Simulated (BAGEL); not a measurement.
# HF/6-31G(d) (density fitting with qzvpp-jkfit, spherical functions) run of C2H3ClSi (SMILES ClC1=C[SiH2]1)

Aim: the energy change on altering one bond length of C2H3ClSi at HF/6-31G* (density fitting with qzvpp-jkfit, spherical functions), from 2 runs. 

Program for the calculation: BAGEL 1.2.2.

## 1. The system as given

C2H3ClSi: 7 atoms, total charge 0, spin state singlet. SMILES: `ClC1=C[SiH2]1`. Geometry: relaxed at PBE0-D4/def2-TZVP.

Bond lengths: Cl1–C2 1.700 Å, C2–C3 1.327 Å, C2–Si4 1.804 Å, C3–Si4 1.819 Å, C3–H5 1.082 Å, Si4–H6 1.482 Å, Si4–H7 1.482 Å. Some angles: Cl1–C2–C3 135.8°, Cl1–C2–Si4 155.1°, C3–C2–Si4 69.2°, C2–C3–Si4 67.9°, C2–Si4–C3 43.0°, C2–C3–H5 137.0°, Si4–C3–H5 155.1°, C2–Si4–H6 121.6°, C2–Si4–H7 121.6°, C3–Si4–H6 121.6°.

## 2. A single-point energy at HF/6-31G(d) (density fitting with qzvpp-jkfit, spherical functions)

Contents of job.json:

```json
{ "bagel" : [

{
  "title" : "molecule",
  "basis" : "6-31gs.json",
  "df_basis" : "qzvpp-jkfit",
  "angstrom" : "true",
  "geometry" : [
    { "atom" : "Cl", "xyz" : [      -1.169200,      -2.293300,       0.411500 ] },
    { "atom" : "C", "xyz" : [      -0.358000,      -0.819900,       0.163200 ] },
    { "atom" : "C", "xyz" : [       0.836800,      -0.330000,       0.466700 ] },
    { "atom" : "Si", "xyz" : [      -0.185900,       0.871600,      -0.438900 ] },
    { "atom" : "H", "xyz" : [       1.727500,      -0.673800,       0.975600 ] },
    { "atom" : "H", "xyz" : [      -0.837800,       2.011300,       0.248800 ] },
    { "atom" : "H", "xyz" : [       0.047800,       1.166200,      -1.872600 ] }
  ]
},

{
  "title" : "hf"
},

{
  "title" : "print",
  "file" : "orbitals.molden",
  "orbitals" : "true"
}

]}
```

The basis set 6-31G* is read from a file made from the Basis Set Exchange's data (not shown).

Run with:

```console
$ BAGEL_NUM_THREADS=1 BAGEL job.json > job.out
```

Standard output:

```text
* using 1 threads per process

  ===============================================================
  ===============================================================

  *** Geometry ***

  { "atom" : "Cl", "xyz" : [     -2.209468,     -4.333709,      0.777622 ] },
  { "atom" : "C", "xyz" : [     -0.676522,     -1.549386,      0.308403 ] },
  { "atom" : "C", "xyz" : [      1.581323,     -0.623610,      0.881935 ] },
  { "atom" : "Si", "xyz" : [     -0.351300,      1.647085,     -0.829401 ] },
  { "atom" : "H", "xyz" : [      3.264502,     -1.273297,      1.843617 ] },
  { "atom" : "H", "xyz" : [     -1.583213,      3.800806,      0.470164 ] },
  { "atom" : "H", "xyz" : [      0.090329,      2.203799,     -3.538701 ] },

  Number of auxiliary basis functions:      460

  Since a DF basis is specified, we compute 2- and 3-index integrals:
    o Being stored without compression. Storage requirement is 0.018 GB

  Number of basis functions:       70
  Number of electrons      :       46

    * METHOD: MOLECULE                             0.21

  *** RHF ***

  === Nuclear Repulsion ===
   179.9223186299

      * DIIS with orbital gradients will be used.

  === RHF iteration (6-31gs.json) ===
      0       -825.71064039          0.01197260           0.05
      1       -825.78155915          0.00486005           0.05
      2       -825.79183388          0.00160271           0.05
      3       -825.79353535          0.00040286           0.04
      4       -825.79365307          0.00014756           0.04
      5       -825.79367772          0.00006384           0.05
      6       -825.79368162          0.00002617           0.05
      7       -825.79368238          0.00000937           0.04
      8       -825.79368249          0.00000372           0.04
      9       -825.79368251          0.00000202           0.05
     10       -825.79368251          0.00000072           0.05
     11       -825.79368251          0.00000028           0.05
     12       -825.79368251          0.00000013           0.05
     13       -825.79368251          0.00000004           0.05
     14       -825.79368251          0.00000001           0.04
     15       -825.79368251          0.00000001           0.05
    * SCF iteration converged.

    * Permanent dipole moment:
           (   -0.354808,    -0.596875,     0.089645) a.u.

    * METHOD: HF                                   0.87

    * METHOD: PRINT                                0.01

  ===============================================================
```

Wall time 1.2 s (1 thread of Arm Neoverse V1, shared host); peak memory 0.098 GiB.

## 3. The distorted shape at the same level

Contents of input.json:

```json
{ "bagel": [

{
  "title": "molecule",
  "basis": "6-31gs.json",
  "df_basis": "qzvpp-jkfit",
  "angstrom": true,
  "geometry": [
    { "atom": "Cl", "xyz": [   -1.881732,   -2.018271,    0.004396 ] },
    { "atom": "C", "xyz": [   -1.070532,   -0.544871,   -0.243904 ] },
    { "atom": "C", "xyz": [    0.124268,   -0.054971,    0.059596 ] },
    { "atom": "Si", "xyz": [   -0.898432,    1.146629,   -0.846004 ] },
    { "atom": "H", "xyz": [    1.727500,   -0.673800,    0.975600 ] },
    { "atom": "H", "xyz": [   -1.550332,    2.286329,   -0.158304 ] },
    { "atom": "H", "xyz": [   -0.664732,    1.441229,   -2.279704 ] }
  ]
},
{ "title": "hf" },
{ "title": "print", "file": "orbitals.molden", "orbitals": true }

]}
```

The basis set 6-31G* is read from a file made from the Basis Set Exchange's data (not shown).

Run with:

```console
$ BAGEL_NUM_THREADS=1 BAGEL input.json > input.out
```

Standard output:

```text
* using 1 threads per process

  ===============================================================
  ===============================================================

  *** Geometry ***

  { "atom" : "Cl", "xyz" : [     -3.555958,     -3.813979,      0.008307 ] },
  { "atom" : "C", "xyz" : [     -2.023012,     -1.029657,     -0.460912 ] },
  { "atom" : "C", "xyz" : [      0.234832,     -0.103880,      0.112620 ] },
  { "atom" : "Si", "xyz" : [     -1.697790,      2.166815,     -1.598716 ] },
  { "atom" : "H", "xyz" : [      3.264502,     -1.273297,      1.843617 ] },
  { "atom" : "H", "xyz" : [     -2.929703,      4.320536,     -0.299151 ] },
  { "atom" : "H", "xyz" : [     -1.256161,      2.723528,     -4.308016 ] },

  Number of auxiliary basis functions:      460

  Since a DF basis is specified, we compute 2- and 3-index integrals:
    o Being stored without compression. Storage requirement is 0.018 GB

  Number of basis functions:       70
  Number of electrons      :       46

    * METHOD: MOLECULE                             0.21

  *** RHF ***

  === Nuclear Repulsion ===
   177.1897392063

      * DIIS with orbital gradients will be used.

  === RHF iteration (6-31gs.json) ===
      0       -825.55960096          0.01116031           0.05
      1       -825.62751548          0.00527791           0.04
      2       -825.63968548          0.00195210           0.04
      3       -825.64221183          0.00055652           0.05
      4       -825.64241925          0.00015859           0.05
      5       -825.64244422          0.00006407           0.05
      6       -825.64244668          0.00002496           0.05
      7       -825.64244714          0.00000635           0.04
      8       -825.64244717          0.00000289           0.05
      9       -825.64244717          0.00000125           0.05
     10       -825.64244717          0.00000047           0.04
     11       -825.64244717          0.00000020           0.05
     12       -825.64244717          0.00000010           0.05
     13       -825.64244717          0.00000003           0.04
     14       -825.64244717          0.00000001           0.04
     15       -825.64244717          0.00000001           0.05
    * SCF iteration converged.

    * Permanent dipole moment:
           (    0.058866,    -0.704043,     0.305034) a.u.

    * METHOD: HF                                   0.87

    * METHOD: PRINT                                0.01

  ===============================================================
```

Run time: 1.2 s. Hardware: 1 thread of Arm Neoverse V1, shared host; peak memory 0.098 GiB.

## 4. Summary of results

Level: HF/6-31G* (density fitting with qzvpp-jkfit, spherical functions).

| quantity | value |
| --- | --- |
| first shape: total energy | -825.79368 Eh |
| first shape: dipole moment | 1.78 D |
| first shape: HOMO energy | -10.24 eV |
| first shape: LUMO energy | 3.00 eV |
| first shape: HOMO–LUMO gap | 13.24 eV |
| distorted shape: total energy | -825.64245 Eh |
| distorted shape: dipole moment | 1.96 D |
| distorted shape: HOMO energy | -9.64 eV |
| distorted shape: LUMO energy | 1.02 eV |
| distorted shape: HOMO–LUMO gap | 10.66 eV |
| energy change with the C3–H5 bond stretched from 1.082 to 1.947 Å | 4.115 eV |

In words: With the C3–H5 bond stretched from 1.082 to 1.947 Å the energy rises by 4.12 eV (397 kJ/mol). The first shape isn't relaxed at this level, so the change isn't measured from a minimum. A restricted reference can't describe the breaking bond well at this length.
